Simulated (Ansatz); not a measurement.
# H4O2S2Ti: small, medium and large basis sets

Aim: see how fast density functionals converge with the basis set for H4O2S2Ti.

The runs use Ansatz 0.2.0, Gaussian basis; one geometry, several basis sets.

Plan: PBE0-D4/def2-SVP; ωB97M-V/def2-SVP; PBE0-D4/def2-QZVPP; ωB97M-V/def2-QZVPP; the functionals' def2-TZVPP values are taken from earlier runs.

### 1 The relaxed structure

All runs share one geometry, relaxed beforehand with PBE0-D4 in a triple-zeta def2 set.

9 atoms, charge 0, spin multiplicity 1.

Atoms are counted from 1 here; the program's logs count them from 0.

Bond lengths: O1–Ti2 1.774 Å, O1–H6 0.957 Å, Ti2–O3 1.769 Å, Ti2–S4 2.303 Å, Ti2–S5 2.297 Å, O3–H7 0.958 Å, S4–H8 1.346 Å, S5–H9 1.347 Å. Angles: Ti2–O1–H6 138.9°, O1–Ti2–O3 114.5°, O1–Ti2–S4 107.9°, O1–Ti2–S5 109.7°, O3–Ti2–S4 110.4°, O3–Ti2–S5 104.3°, S4–Ti2–S5 110.0°, Ti2–O3–H7 140.2°, Ti2–S4–H8 91.0°, Ti2–S5–H9 92.3°.

### 2 PBE0-D4 in def2-SVP

Input file in.yaml:

```yaml
crystal:
  periodic: [false, false, false]
  atoms:
    - {symbol: O, position_ang: [0.137432, 0.671994, -1.444296]}
    - {symbol: Ti, position_ang: [0.256145, -0.138661, 0.129438]}
    - {symbol: O, position_ang: [1.899238, -0.601214, 0.594178]}
    - {symbol: S, position_ang: [-1.113986, -1.988515, 0.076286]}
    - {symbol: S, position_ang: [-0.421395, 1.294488, 1.791719]}
    - {symbol: H, position_ang: [-0.013381, 1.550530, -1.793252]}
    - {symbol: H, position_ang: [2.795569, -0.567883, 0.258971]}
    - {symbol: H, position_ang: [-1.747177, -1.516849, -1.013546]}
    - {symbol: H, position_ang: [-1.703843, 1.249908, 1.383401]}
basis:
  gaussian: {orbitals: def2-SVP}
hamiltonian: {xc: pbe0, dispersion: d4}
output: {orbitals: {seedname: orbitals}}
```

Started as:

```
> ansatz run in.yaml --threads 4 --pin off --events-out ev --progress --plain --max-ram 10444MiB
```

The runs that follow: ωB97M-V in def2-SVP; PBE0-D4 in def2-QZVPP; ωB97M-V in def2-QZVPP.

**Question.** What will the summary of the whole plan be? Wanted: PBE0-D4: double and triple zeta above quadruple; ωB97M-V: double and triple zeta above quadruple.

The runs gave:

```
                                       quantity           value
PBE0-D4: double and triple zeta above quadruple  17.18, 1.33 eV
ωB97M-V: double and triple zeta above quadruple  17.16, 1.25 eV
```

In words: For PBE0-D4 the step from double to triple zeta gains 15.85 eV and the next only 1.33 eV. Total energies overstate the basis error of differences, where much of it tends to cancel.
